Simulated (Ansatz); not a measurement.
# CH7ClSi2: two torsions

A grid of calculations on CH7ClSi2, SMILES C[SiH2][SiH2]Cl, to see where the energy is lowest and how it rises around there.

Method: RKS SPW92 (LDA)/def2-SVP; program: Ansatz 0.2.0.

## Step 1: The system as given

11 atoms, charge 0, spin multiplicity 1.

Atoms are counted from 1 here; the program's logs count them from 0.

Bond lengths: C1–Si2 1.892 Å, C1–H5 1.108 Å, C1–H6 1.108 Å, C1–H7 1.108 Å, Si2–Si3 2.352 Å, Si2–H8 1.509 Å, Si2–H9 1.507 Å, Si3–Cl4 2.103 Å, Si3–H10 1.504 Å, Si3–H11 1.506 Å. Angles: Si2–C1–H5 110.8°, Si2–C1–H6 109.5°, Si2–C1–H7 111.3°, H5–C1–H6 108.2°, H5–C1–H7 108.4°, H6–C1–H7 108.6°, C1–Si2–Si3 108.5°, C1–Si2–H8 111.7°, C1–Si2–H9 110.9°, Si3–Si2–H8 109.8°, Si3–Si2–H9 107.8°, H8–Si2–H9 108.1°, Si2–Si3–Cl4 105.2°, Si2–Si3–H10 114.2°, Si2–Si3–H11 112.5°, Cl4–Si3–H10 108.5°, Cl4–Si3–H11 107.8°, H10–Si3–H11 108.3°.

As a file:

```mol
CH7ClSi2
  3D, bonds by distance, orders not assigned

 11 10  0  0  0  0  0  0  0  0999 V2000
   -0.2539    1.6588    0.2721 C   0  0
   -0.2704    0.1650   -0.8891 Si  0  0
    0.5702   -1.6958    0.2774 Si  0  0
   -0.5302   -1.7687    2.0686 Cl  0  0
    0.7852    1.9499    0.5234 H   0  0
   -0.7791    1.4017    1.2133 H   0  0
   -0.7595    2.5309   -0.1876 H   0  0
    0.5580    0.4105   -2.1257 H   0  0
   -1.6756   -0.1621   -1.3246 H   0  0
    0.3956   -3.0046   -0.4437 H   0  0
    2.0251   -1.5427    0.6364 H   0  0
  1  2  8  0
  1  5  8  0
  1  6  8  0
  1  7  8  0
  2  3  8  0
  2  8  8  0
  2  9  8  0
  3  4  8  0
  3 10  8  0
  3 11  8  0
M  END
```

This geometry comes from a loose relaxation at PBE in a small basis, which is not shown.

## Step 3: The grid

The axes are (1) dihedral C1–Si2–Si3–Cl4: 18 values from −180 to 160 °, periodic; (2) dihedral H5–C1–Si2–Si3: 17 values from −20.0 to 160.0 °.

Nothing else is relaxed (all other coordinates rigid). Energies count from the relaxed molecule at the same level. Points are written as (first, second).

(The set-up runs are not shown.)

## Step 4: Grid point (40°, 70.0°)

input.yaml reads:

```yaml
crystal:
  periodic: [false, false, false]
  atoms:
    - { symbol: C, position_ang: [-0.260806, 1.616216, 0.281114] }
    - { symbol: Si, position_ang: [-0.247757, 0.172332, -0.910113] }
    - { symbol: Si, position_ang: [0.553056, -1.667634, 0.270626] }
    - { symbol: Cl, position_ang: [-0.340107, -1.48502, 2.143682] }
    - { symbol: H, position_ang: [0.77414, 1.936695, 0.523701] }
    - { symbol: H, position_ang: [-0.753609, 1.295229, 1.224351] }
    - { symbol: H, position_ang: [-0.81119, 2.485678, -0.134564] }
    - { symbol: H, position_ang: [0.599481, 0.439984, -2.130372] }
    - { symbol: H, position_ang: [-1.644261, -0.163032, -1.372133] }
    - { symbol: H, position_ang: [0.177428, -3.00742, -0.305201] }
    - { symbol: H, position_ang: [2.047281, -1.639336, 0.468689] }
basis:
  gaussian: { orbitals: def2-SVP }
hamiltonian:
  xc: lda
output:
  forces: true
```

Run with:

```bash
ansatz run input.yaml --threads 1 --pin off --max-ram 2560MiB --backend cpu --events-out ev --progress --plain --runs-dir out
```

The session goes on with these runs: the other points that were computed.

Before running it: what results should come out? Wanted: lowest point; highest computed point; largest force on an atom; dipole moment.

As calculated:

| quantity | value |
| --- | --- |
| lowest point | (40°, 70.0°), 2.3 meV |
| highest computed point | (−120°, 2.5°), 219 meV above the lowest |
| largest force on an atom (eV/Å) | 0.03 at (40°, 70.0°) to 0.58 at (−120°, −8.8°); 0.03 at the lowest point |
| dipole moment (D) | 1.00 at (0°, 115.0°) to 2.39 at (−180°, −8.8°); 1.25 at the lowest point |
| time for the whole task | 11 min on 1 thread, shared host |

**Reading.** The lowest computed point is at (40°, 70.0°), 2.3 meV from the relaxed molecule at the same level. There are further wells near (−40°, 47.5°) (16 meV above the lowest at that grid point); (−180°, 58.8°) (75 meV above the lowest at that grid point). The highest computed point, (−120°, 2.5°), lies 219 meV above the lowest. On the interpolated surface the easiest way out of the lowest well to the well at (−40°, 47.5°) passes a barrier of about 48 meV. Round the minimum the valley is somewhat tilted: raising dihedral C1–Si2–Si3–Cl4 shifts the best value of dihedral H5–C1–Si2–Si3 downwards (coupling k₁₂/√(k₁₁k₂₂) about 0.1).
